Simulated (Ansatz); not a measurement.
# CH2AlClFN: a relaxation

Wanted: the relaxed geometry, from a rough start. SMILES of the start: N=[C](Cl)[AlH][F].

All numbers below are computed with Ansatz 0.2.0 (RKS PBE/def2-SVP).

### Step 1. The system as given

Bond lengths: N1–C2 1.349 Å, C2–Cl3 1.775 Å, C2–Al4 1.979 Å, Al4–F5 1.856 Å, N1–H6 0.989 Å, Al4–H7 1.553 Å. Angles: N1–C2–Cl3 121.6°, N1–C2–Al4 117.6°, Cl3–C2–Al4 120.8°, C2–N1–H6 117.4°, C2–Al4–F5 117.0°, C2–Al4–H7 122.4°, F5–Al4–H7 120.5°.

Coordinates:

```xyz
7

N     0.9997   -0.9919    0.9445
C    -0.0983   -0.3150    0.5479
Cl   -1.5979   -0.3402    1.4964
Al    0.0195    0.7163   -1.1368
F    -1.5174    1.5925   -1.6967
H     0.9518   -1.4705    1.8091
H     1.3038    0.7408   -2.0101
```

### Step 2. Relaxing end A

Input file input.yaml:

```yaml
crystal:
  periodic: [false, false, false]
  atoms:
    - { symbol: "N", position_ang: [0.9997, -0.9919, 0.9445] }
    - { symbol: C, position_ang: [-0.0983, -0.315, 0.5479] }
    - { symbol: Cl, position_ang: [-1.5979, -0.3402, 1.4964] }
    - { symbol: Al, position_ang: [0.0195, 0.7163, -1.1368] }
    - { symbol: F, position_ang: [-1.5174, 1.5925, -1.6967] }
    - { symbol: H, position_ang: [0.9518, -1.4705, 1.8091] }
    - { symbol: H, position_ang: [1.3038, 0.7408, -2.0101] }
basis:
  gaussian: { orbitals: def2-SVP }
hamiltonian:
  xc: pbe
relax:
  f_tol: 0.02
  max_steps: 50
```

Command:

```
$ ansatz run input.yaml --threads 2 --pin off --max-ram 3072MiB --backend cpu --events-out ev --progress --plain --runs-dir out
```

What it wrote:

```text
Warning: RAYON_NUM_THREADS=2 ignored (pool sized by the plan → 2); use --threads N
The last accepted step is kept in <dir> (removed where the run ends without a failure and the disk answers)
Engine: ansatz 0.2.0, aarch64-unknown-linux-gnu
Functional definition: PBE
  parameter kappa = 0.804
  parameter beta = 0.06672455060314922
  exchange = pbe_x(kappa = kappa, mu = beta*pi^2/3)
  correlation = pbe_c(beta = beta)
982 factors; their error is unknown
mean field evaluation 1: about -24361.4242 eV, gradient 7.0e1 eV
mean field evaluation 2: about -24273.0615 eV, gradient 1.8e2 eV
mean field evaluation 4: about -24370.1487 eV, gradient 3.0e1 eV
mean field evaluation 8: about -24372.2759 eV, gradient 2.1e-1 eV
mean field evaluation 16: about -24372.2165 eV, gradient 1.8e-3 eV
mean field -24372.21652558 eV, -895.6624372334 hartree, gradient 4.4e-5 eV, S^2 0.000000; 0 other end points of the search recorded, 0 dependent functions left out
the calculation of the forces begins
reference -24372.21656448 eV, -895.6624386629 hartree; 27, 27 occupied and 61, 61 virtual orbitals, 982 factors
relax step   1: F+E_penalty+E_count = -24372.21652558 eV  Δ(F+E_penalty+E_count) = +0.000e0 eV  max|allowed force component| = 3.604e0 eV/Å  Δτ_max = 0.0000 Å  (29 SCF iters, accepted)
these checks for a lower state are left out or cut short: starts, cluster_reference, orbital_swaps, neighbouring_geometries, increment
982 factors; their error is unknown
mean field -24372.69728579 eV, -895.6801048452 hartree, gradient 1.4e-5 eV, S^2 0.000000; 0 other end points of the search recorded, 0 dependent functions left out
the calculation of the forces begins
reference -24372.69732481 eV, -895.6801062792 hartree; 27, 27 occupied and 61, 61 virtual orbitals, 982 factors
relax step   2: F+E_penalty+E_count = -24372.69728579 eV  Δ(F+E_penalty+E_count) = -4.808e-1 eV  max|allowed force component| = 1.705e0 eV/Å  Δτ_max = 0.1040 Å  (31 SCF iters, accepted)
these checks for a lower state are left out or cut short: starts, cluster_reference, orbital_swaps, neighbouring_geometries, increment
982 factors; their error is unknown
mean field evaluation 32: about -24372.7175 eV, gradient 1.3e-3 eV
mean field -24372.71747571 eV, -895.6808468110 hartree, gradient 2.3e-5 eV, S^2 0.000000; 0 other end points of the search recorded, 0 dependent functions left out
the calculation of the forces begins
reference -24372.71751495 eV, -895.6808482530 hartree; 27, 27 occupied and 61, 61 virtual orbitals, 982 factors
relax step   3: F+E_penalty+E_count = -24372.71747571 eV  Δ(F+E_penalty+E_count) = -2.019e-2 eV  max|allowed force component| = 1.568e0 eV/Å  Δτ_max = 0.1448 Å  (36 SCF iters, accepted)
these checks for a lower state are left out or cut short: starts, cluster_reference, orbital_swaps, neighbouring_geometries, increment
982 factors; their error is unknown
mean field -24372.79473481 eV, -895.6836860306 hartree, gradient 1.1e-5 eV, S^2 0.000000; 0 other end points of the search recorded, 0 dependent functions left out
the calculation of the forces begins
reference -24372.79477415 eV, -895.6836874762 hartree; 27, 27 occupied and 61, 61 virtual orbitals, 982 factors
relax step   4: F+E_penalty+E_count = -24372.79473481 eV  Δ(F+E_penalty+E_count) = -7.726e-2 eV  max|allowed force component| = 6.446e-1 eV/Å  Δτ_max = 0.0755 Å  (30 SCF iters, accepted)
these checks for a lower state are left out or cut short: starts, cluster_reference, orbital_swaps, neighbouring_geometries, increment
982 factors; their error is unknown
mean field -24372.82093125 eV, -895.6846487320 hartree, gradient 2.2e-5 eV, S^2 0.000000; 0 other end points of the search recorded, 0 dependent functions left out
the calculation of the forces begins
reference -24372.82097057 eV, -895.6846501770 hartree; 27, 27 occupied and 61, 61 virtual orbitals, 982 factors
relax step   5: F+E_penalty+E_count = -24372.82093125 eV  Δ(F+E_penalty+E_count) = -2.620e-2 eV  max|allowed force component| = 2.299e-1 eV/Å  Δτ_max = 0.0421 Å  (31 SCF iters, accepted)
these checks for a lower state are left out or cut short: starts, cluster_reference, orbital_swaps, neighbouring_geometries, increment
982 factors; their error is unknown
mean field -24372.82545639 eV, -895.6848150277 hartree, gradient 2.2e-5 eV, S^2 0.000000; 0 other end points of the search recorded, 0 dependent functions left out
the calculation of the forces begins
reference -24372.82549572 eV, -895.6848164732 hartree; 27, 27 occupied and 61, 61 virtual orbitals, 982 factors
relax step   6: F+E_penalty+E_count = -24372.82545639 eV  Δ(F+E_penalty+E_count) = -4.525e-3 eV  max|allowed force component| = 2.048e-1 eV/Å  Δτ_max = 0.0330 Å  (31 SCF iters, accepted)
these checks for a lower state are left out or cut short: starts, cluster_reference, orbital_swaps, neighbouring_geometries, increment
982 factors; their error is unknown
mean field -24372.82647653 eV, -895.6848525173 hartree, gradient 2.2e-5 eV, S^2 0.000000; 0 other end points of the search recorded, 0 dependent functions left out
the calculation of the forces begins
reference -24372.82651589 eV, -895.6848539640 hartree; 27, 27 occupied and 61, 61 virtual orbitals, 982 factors
relax step   7: F+E_penalty+E_count = -24372.82647653 eV  Δ(F+E_penalty+E_count) = -1.020e-3 eV  max|allowed force component| = 1.348e-1 eV/Å  Δτ_max = 0.0117 Å  (32 SCF iters, accepted)
these checks for a lower state are left out or cut short: starts, cluster_reference, orbital_swaps, neighbouring_geometries, increment
982 factors; their error is unknown
mean field evaluation 64: about -24372.8877 eV, gradient 9.0e-3 eV
mean field -24372.82759566 eV, -895.6848936446 hartree, gradient 2.2e-5 eV, S^2 0.000000; 0 other end points of the search recorded, 0 dependent functions left out
the calculation of the forces begins
reference -24372.82763509 eV, -895.6848950937 hartree; 27, 27 occupied and 61, 61 virtual orbitals, 982 factors
relax step   8: F+E_penalty+E_count = -24372.82759566 eV  Δ(F+E_penalty+E_count) = -1.119e-3 eV  max|allowed force component| = 4.295e-2 eV/Å  Δτ_max = 0.0198 Å  (31 SCF iters, accepted)
these checks for a lower state are left out or cut short: starts, cluster_reference, orbital_swaps, neighbouring_geometries, increment
982 factors; their error is unknown
mean field -24372.82792500 eV, -895.6849057476 hartree, gradient 2.2e-5 eV, S^2 0.000000; 0 other end points of the search recorded, 0 dependent functions left out
the calculation of the forces begins
reference -24372.82796446 eV, -895.6849071977 hartree; 27, 27 occupied and 61, 61 virtual orbitals, 982 factors
relax step   9: F+E_penalty+E_count = -24372.82792500 eV  Δ(F+E_penalty+E_count) = -3.293e-4 eV  max|allowed force component| = 1.393e-2 eV/Å  Δτ_max = 0.0137 Å  (33 SCF iters, accepted)
982 factors; their error is unknown
mean field evaluation 96: about -24372.8279 eV, gradient 2.1e-5 eV
mean field -24372.82792500 eV, -895.6849057476 hartree, gradient 2.3e-5 eV, S^2 0.000000; 1 other end points of the search recorded, 0 dependent functions left out
the calculation of the forces begins
reference -24372.82796446 eV, -895.6849071977 hartree; 27, 27 occupied and 61, 61 virtual orbitals, 982 factors
Total energy: -24372.82796446 eV, -895.6849071977 hartree
Atom 0 at     0.975478    -0.970069     0.898692 Å, force    -0.003432    -0.005220     0.003967 eV/Å
Atom 1 at    -0.060090    -0.323616     0.554011 Å, force    -0.008560     0.003784     0.004960 eV/Å
Atom 2 at    -1.588940    -0.290420     1.530540 Å, force     0.003821     0.000013    -0.004687 eV/Å
Atom 3 at    -0.016414     0.705770    -1.139777 Å, force     0.013927    -0.008075     0.005436 eV/Å
Atom 4 at    -1.417414     1.466700    -1.654945 Å, force    -0.013914     0.007315    -0.004771 eV/Å
Atom 5 at     0.881312    -1.488460     1.792789 Å, force     0.005869    -0.000852     0.000785 eV/Å
Atom 6 at     1.287267     0.832094    -2.027011 Å, force     0.002288     0.003035    -0.005690 eV/Å
Dipole moment:     0.201307    -0.135484     0.116112 e Å
```

Wall time 14 s (2 threads of Arm Neoverse V2, shared host); peak memory 0.17 GiB.

Relaxation path:

| step | energy from step 1 (eV) | largest force component (eV/Å) |
| --- | --- | --- |
| 1 | 0.0000 | 3.6043 |
| 2 | -0.4808 | 1.7045 |
| 3 | -0.5010 | 1.5682 |
| 4 | -0.5782 | 0.6446 |
| 5 | -0.6044 | 0.2299 |
| 6 | -0.6089 | 0.2048 |
| 7 | -0.6100 | 0.1348 |
| 8 | -0.6111 | 0.0430 |
| 9 | -0.6114 | 0.0139 |

Step 1 is the start.

After: Bond lengths: N1–C2 1.269 Å, C2–Cl3 1.814 Å, C2–Al4 1.983 Å, Al4–F5 1.675 Å, N1–H6 1.038 Å, Al4–H7 1.582 Å. Angles: N1–C2–Cl3 123.4°, N1–C2–Al4 118.6°, Cl3–C2–Al4 118.0°, C2–N1–H6 114.5°, C2–Al4–F5 118.7°, C2–Al4–H7 122.6°, F5–Al4–H7 118.7°.

### Step 3. What came out

| quantity | value |
| --- | --- |
| end A | 8 moves, 0.611 eV lower |

What this shows: The relaxation gains 0.61 eV in 8 moves, with F5 moving most (0.17 Å); the start's largest force component was 3.6 eV/Å.
